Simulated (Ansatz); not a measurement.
CH2F3Ge, SMILES F[C](F)(F)[GeH2], a rigid torsion scan

Computed with the Ansatz DFT code, driven from Python.

Script `ch2f3ge_torsion.py`:
```python
import warnings

import ansatz as az
from ase import Atoms

SETTINGS = {
    'basis_set': 'def2-SVP',
    'functional': 'PBE0',
    'fmax': 0.02,
}


def main() -> None:
    warnings.simplefilter('ignore', az.DeckWarning)

    atoms = Atoms(['F', 'C', 'F', 'F', 'Ge', 'H', 'H'], positions=[
        (-1.4508, -0.6647, 1.0061),
        (-0.8088, 0.0515, 0.0145),
        (-1.3433, 1.3234, -0.0548),
        (-0.9797, -0.5867, -1.1988),
        (1.0887, 0.1673, 0.4239),
        (1.8072, 0.9699, -0.6906),
        (1.6866, -1.2607, 0.4997),
    ])

    first = (
        az.Crystal.molecule_from_ase(atoms).calculation()
        .basis(gaussian=SETTINGS['basis_set'])
        .functional(SETTINGS['functional'])
        .spin('collinear', total=1)
        .relax(force_tolerance=SETTINGS['fmax'], max_steps=80)
    )
    atoms.positions = first.run(threads=1).report['positions_ang']

    start = atoms.get_dihedral(0, 1, 4, 5)
    energies = {}
    for turn in range(0, 360, 40):
        turned = atoms.copy()
        turned.set_dihedral(0, 1, 4, 5, start + turn, indices=[4, 5, 6])
        base = (
            az.Crystal.molecule_from_ase(turned).calculation()
            .basis(gaussian=SETTINGS['basis_set'])
            .functional(SETTINGS['functional'])
            .spin('collinear', total=1)
        )
        energies[round((start + turn) % 360)] = base.run(threads=1).report['free_energy_ev']
    floor = min(energies.values())
    print('dihedral F0-C1-Ge4-H5 (deg)   E - E(min) (eV)')
    for angle, e in sorted(energies.items()):
        print(f'{angle:8d} {(e - floor):14.3f}  ' + '#' * int(30 * (e - floor) / max(max(energies.values()) - floor, 1e-9)))


if __name__ == '__main__':
    main()
```

```console
$ python ch2f3ge_torsion.py
dihedral F0-C1-Ge4-H5 (deg)   E - E(min) (eV)
      21          0.037  #############################
      61          0.001
     101          0.037  #############################
     141          0.037  #############################
     181          0.000
     221          0.037  #############################
     261          0.037  ##############################
     301          0.001
     341          0.037  #############################
```

Reading the output:
- The settings weren't tested for convergence.
- The scan is rigid and the energies are electronic, in a modest basis. With rigid groups the curve can differ much from the relaxed path, the start wasn't checked as a minimum of this torsion, and equivalent turns needn't return to the same energy.
- The species is open-shell (spin multiplicity 2).
- Run time: 79 s on 1 thread of Arm Neoverse V2, with other jobs on the host, peak memory 0.39 GiB.
